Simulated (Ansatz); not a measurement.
# AlClFH3O2: the cost of one run

Method: RKS PBE0/def2-SVP, in Ansatz 0.2.0.

### Step 1. The system as given

Bond lengths: Al1–Cl2 2.602 Å, Al1–O3 1.625 Å, Al1–O4 1.630 Å, Al1–F6 2.112 Å, O3–H7 0.944 Å, O4–H8 0.945 Å. Angles: Cl2–Al1–O3 107.5°, Cl2–Al1–O4 111.2°, Cl2–Al1–F6 73.9°, O3–Al1–O4 132.3°, O3–Al1–F6 105.4°, O4–Al1–F6 111.2°, Al1–O3–H7 171.7°, Al1–O4–H8 155.4°.

Structure file:

```xyz
8

Al   -0.0794    0.3360   -0.0890
Cl    1.9409   -1.2973    0.0618
O    -0.5426    0.3980   -1.6450
O    -0.0107    1.4692    1.0804
H     0.3049   -1.7497    0.4903
F    -0.8521   -1.4837    0.6547
H    -0.8951    0.5360   -2.5098
H     0.1341    1.7915    1.9566
```

### Step 2. Pulling towards end A

Springs on the bonds that form and break draw the guess towards this end; the thresholds are loose.

input.yaml

```yaml
crystal:
  periodic: [false, false, false]
  atoms:
    - { symbol: Al, position_ang: [-0.0794, 0.336, -0.089] }
    - { symbol: Cl, position_ang: [1.9409, -1.2973, 0.0618] }
    - { symbol: O, position_ang: [-0.5426, 0.398, -1.645] }
    - { symbol: O, position_ang: [-0.0107, 1.4692, 1.0804] }
    - { symbol: H, position_ang: [0.3049, -1.7497, 0.4903] }
    - { symbol: F, position_ang: [-0.8521, -1.4837, 0.6547] }
    - { symbol: H, position_ang: [-0.8951, 0.536, -2.5098] }
    - { symbol: H, position_ang: [0.1341, 1.7915, 1.9566] }
basis:
  gaussian: { orbitals: def2-SVP }
hamiltonian:
  xc: pbe0
relax:
  f_tol: 0.15
  max_steps: 25
  restrain:
    - { distance: [0, 5], at: 3.08, k: 30.0 }
    - { distance: [4, 1], at: 2.63, k: 30.0 }
    - { distance: [0, 1], at: 2.23, k: 30.0 }
    - { distance: [4, 5], at: 0.88, k: 30.0 }
```

The run is started by

```sh
$ ansatz run input.yaml --threads 2 --pin off --max-ram 3072MiB --backend cpu --events-out ev --progress --plain --runs-dir out
```

Q: Estimate wall time and peak memory on 2 threads of Arm Neoverse V1, shared host.

About 34 s, with a peak of 0.19 GiB.
